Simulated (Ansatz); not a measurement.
# InFeC4N4: the cost of one run

Program: Ansatz 0.2.0. Level of theory: DFT PBE, scalar-relativistic, plane waves, PAW. These are calculated values, not measurements.

1 further run of the same task is left out (it didn't finish). Runs told in other sessions of the task aren't counted.

## Step 1: The system as given

The structure is tetragonal, space group P4/mmm (No. 123). The conventional cell has a = 7.355 Å, b = 7.355 Å, c = 4.100 Å, α = 90.00°, β = 90.00°, γ = 90.00°. In (site symmetry 4/mmm) has 4 C at 2.00 Å in its first shell of neighbours. Fe (site symmetry 4/mmm) is surrounded by 4 N at 2.03 Å. Around C (site symmetry m2m) lie 1 N at 1.17 Å and 1 In at 2.00 Å. N (site symmetry m2m) has 1 C at 1.17 Å and 1 Fe at 2.03 Å in its first shell of neighbours.

As a file:

```xyz
10
Lattice="7.3553 0.0000 0.0000 0.0000 7.3553 0.0000 0.0000 0.0000 4.0998" Properties=species:S:1:pos:R:3 pbc="T T T"
In    0.0000    0.0000    0.0000
Fe    3.6777    3.6777    0.0000
C     1.4149    5.9404    0.0000
C     5.9404    1.4149    0.0000
C     1.4149    1.4149    0.0000
C     5.9404    5.9404    0.0000
N     2.2422    5.1131    0.0000
N     5.1131    2.2422    0.0000
N     2.2422    2.2422    0.0000
N     5.1131    5.1131    0.0000
```

Recipe of the guess: stacked square cyanide-bridged sheets (P4/mmm, No. 123). Its size is a rough estimate.

## Step 2: Probe: one point on a coarse mesh

Input file input.yaml:

```yaml
crystal:
  lattice:
    - [7.35532474, 0.0, 0.0]
    - [0.0, 7.35532474, 0.0]
    - [0.0, 0.0, 4.09982516]
  atoms:
    - { symbol: In, position: [0.0, 0.0, 0.0] }
    - { symbol: Fe, position: [0.5, 0.5, 0.0], spin: 4.0 }
    - { symbol: C, position: [0.19236685, 0.80763315, 0.0] }
    - { symbol: C, position: [0.80763315, 0.19236685, 0.0] }
    - { symbol: C, position: [0.19236685, 0.19236685, 0.0] }
    - { symbol: C, position: [0.80763315, 0.80763315, 0.0] }
    - { symbol: "N", position: [0.30484522, 0.69515478, 0.0] }
    - { symbol: "N", position: [0.69515478, 0.30484522, 0.0] }
    - { symbol: "N", position: [0.30484522, 0.30484522, 0.0] }
    - { symbol: "N", position: [0.69515478, 0.69515478, 0.0] }
basis:
  ecutwfc: 420
kpoints:
  mp_grid: { grid: [4, 4, 4] }
hamiltonian:
  xc: pbe
scf:
  occupations: { method: gaussian, width: 0.1 }
  lower_state_search: "off"
output:
  forces: true
  stress: true
  eigenvalues: true
  populations: true
magnetization:
  spin_polarized: true
```

Run with:

```bash
> ansatz run input.yaml --threads 1 --pin off --max-ram 2560MiB --backend cpu --events-out ev --progress --plain --runs-dir out
```

Q: Estimate wall time and peak memory on 1 thread of Intel Xeon Platinum 8488C (Sapphire Rapids), shared host.

About 30 s, with a peak of 0.7 GiB.
